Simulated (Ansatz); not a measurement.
**C₂H₆AlBr: small, medium and large basis sets**

One table from this session's results is given with a row withheld; the runs are named, their logs left out.

Method: one geometry, several basis sets; program: Ansatz 0.2.0, Gaussian basis.

Plan: PBE0-D4/def2-SVP; ωB97M-V/def2-SVP; PBE0-D4/def2-QZVPP; ωB97M-V/def2-QZVPP; the functionals' def2-TZVPP values are taken from earlier runs.

## Structure used throughout

An earlier PBE0-D4 in a triple-zeta def2 set relaxation fixed the geometry.

SMILES `C[CH2][AlH][Br]`, 10 atoms, charge 0, spin multiplicity 1.

Atoms are counted from 1 here; the program's logs count them from 0.

Bond lengths: C1–C2 1.527 Å, C1–H5 1.092 Å, C1–H6 1.094 Å, C1–H7 1.092 Å, C2–Al3 1.948 Å, C2–H8 1.099 Å, C2–H9 1.099 Å, Al3–Br4 2.267 Å, Al3–H10 1.581 Å. Angles: C2–C1–H5 111.6°, C2–C1–H6 111.8°, C2–C1–H7 111.6°, H5–C1–H6 107.5°, H5–C1–H7 106.6°, H6–C1–H7 107.5°, C1–C2–Al3 117.3°, C1–C2–H8 110.6°, C1–C2–H9 110.6°, Al3–C2–H8 106.7°, Al3–C2–H9 106.6°, H8–C2–H9 104.2°, C2–Al3–Br4 119.0°, C2–Al3–H10 124.6°, Br4–Al3–H10 116.4°.

Set-up of the first run:

File in.yaml:

```yaml
crystal:
  periodic: [false, false, false]
  atoms:
    - {symbol: C, position_ang: [-1.018207, 0.797542, 0.236552]}
    - {symbol: C, position_ang: [0.060149, -0.183522, 0.689452]}
    - {symbol: Al, position_ang: [1.251468, -0.894030, -0.678503]}
    - {symbol: Br, position_ang: [0.950549, -0.261846, -2.834758]}
    - {symbol: H, position_ang: [-1.684422, 0.349675, -0.504405]}
    - {symbol: H, position_ang: [-1.636725, 1.135266, 1.073004]}
    - {symbol: H, position_ang: [-0.584556, 1.685171, -0.229899]}
    - {symbol: H, position_ang: [0.699160, 0.271304, 1.458882]}
    - {symbol: H, position_ang: [-0.391936, -1.049861, 1.192104]}
    - {symbol: H, position_ang: [2.437519, -1.900800, -0.399427]}
basis:
  gaussian: {orbitals: def2-SVP}
hamiltonian: {xc: pbe0, dispersion: d4}
output: {orbitals: {seedname: orbitals}}
```

Among the steps run: PBE0-D4 in def2-SVP; ωB97M-V in def2-SVP; PBE0-D4 in def2-QZVPP; ωB97M-V in def2-QZVPP.

One of the session's tables, all rows but one given; the rest of the session is left out.

It belongs to the step «Density functionals: the series». 

```
functional       basis  HOMO (eV)
   PBE0-D4    def2-SVP      -7.71
   PBE0-D4  def2-TZVPP      -7.75
   PBE0-D4  def2-QZVPP          ?
   ωB97M-V    def2-SVP      -9.87
   ωB97M-V  def2-TZVPP      -9.94
   ωB97M-V  def2-QZVPP      -9.95
```

Q: Estimate the row for PBE0-D4, def2-QZVPP from the others.

The run gave: HOMO (eV): -7.76. In the column «HOMO (eV)» it lies between ωB97M-V, def2-SVP (-9.87) and PBE0-D4, def2-TZVPP (-7.75).
